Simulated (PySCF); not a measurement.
**BeHg+: bond curves at several levels of theory**

One job finds the state of BeHg+, follows it along the bond with each method and fits the curves.

Method: Be def2-SVPD, Hg def2-SVPD with ECP60, scalar-relativistic core potentials; program: PySCF 2.14.0.

### Step 1. The job

Settings of the job:

```json
{
 "atoms": "Be, Hg",
 "charge": "1",
 "basis": "Be def2-SVPD, Hg def2-SVPD with ECP60",
 "Hamiltonian": "scalar-relativistic core potentials",
 "basis functions": "47",
 "electrons treated": "23",
 "masses in u": "9.0122, 201.9706",
 "levels": "PBE0, PBE, r²SCAN, BP86, MN15, PBEsol, HF, MP2, SCS-MP2, CCSD, CCSD(T)",
 "grid": "80 radial by 434 angular points",
 "occupations": "held fixed by the projection of orbital angular momentum",
 "dissociation limit": "Be+ + Hg, each in its ground configuration",
 "starting distance in angstrom": "2.435",
 "values of 2S to try": "1, 3"
}
```

The run is started by

```console
$ OMP_NUM_THREADS=1 python dia.py task.json out
```

The runs that follow: The PBE0 curve of the state that the search chose; Excited determinants; PBE (GGA); r²SCAN (meta-GGA); BP86 (GGA); MN15 (hybrid meta-GGA); PBEsol (GGA); ROHF (mean field); MP2 and coupled cluster.

**Question.** What will these runs give? Wanted: for each run, Re; ωe; De; μ.

The runs gave:

Lowest PBE0 solution found, without spin–orbit coupling: ²Σ⁺ (doublet), unpaired electrons σ ↑. State 2 has its PBE0 minimum 4.80 eV higher. The other levels ran on the lowest alone.

```
       level  Re (Å)  ωe (cm⁻¹)  De (eV)  μ (D)
        ROHF   2.497        350     1.24  -3.62
    ROHF-MP2   2.429        358     1.15    n/a
ROHF-SCS-MP2   2.444        353     1.15    n/a
   ROHF-CCSD   2.449        363     1.31    n/a
ROHF-CCSD(T)   2.448        362     1.33    n/a
         PBE   2.420        362     1.62  -5.00
      PBEsol   2.398        375     1.65  -5.08
        BP86   2.423        361     1.56  -5.13
      r²SCAN   2.407        374     1.60  -4.90
        PBE0   2.427        366     1.60  -4.79
        MN15   2.399        380     1.51  -5.56
```

De is counted to Be+ + Hg in their ground configurations. A positive dipole points from Be to Hg; in an ion it is taken about the centre of mass and does not tell which atom is negative.

Differences from CCSD(T) in the same basis:

```
       level  Re (mÅ)  ωe (%)
        ROHF      +49    -3.4
    ROHF-MP2      -19    -1.2
ROHF-SCS-MP2       -4    -2.7
   ROHF-CCSD       +1    +0.1
         PBE      -28     0.0
      PBEsol      -50    +3.5
        BP86      -25    -0.5
      r²SCAN      -41    +3.3
        PBE0      -21    +1.0
        MN15      -49    +4.8
```

What this shows: Judged by CCSD(T) in the same basis: best bond length ROHF-CCSD (+1 mÅ), worst PBEsol (-50 mÅ); best wavenumber PBE (0.0 %), worst MN15 (+4.8 %). CCSD(T) in a basis this small is itself some way from its limit, more so than the functionals. Of the levels with a De here, ROHF-MP2 gives the least (1.15 eV) and PBEsol the most (1.65 eV).

Spin–orbit coupling is left out. With spin–orbit coupling the term label itself may not hold.
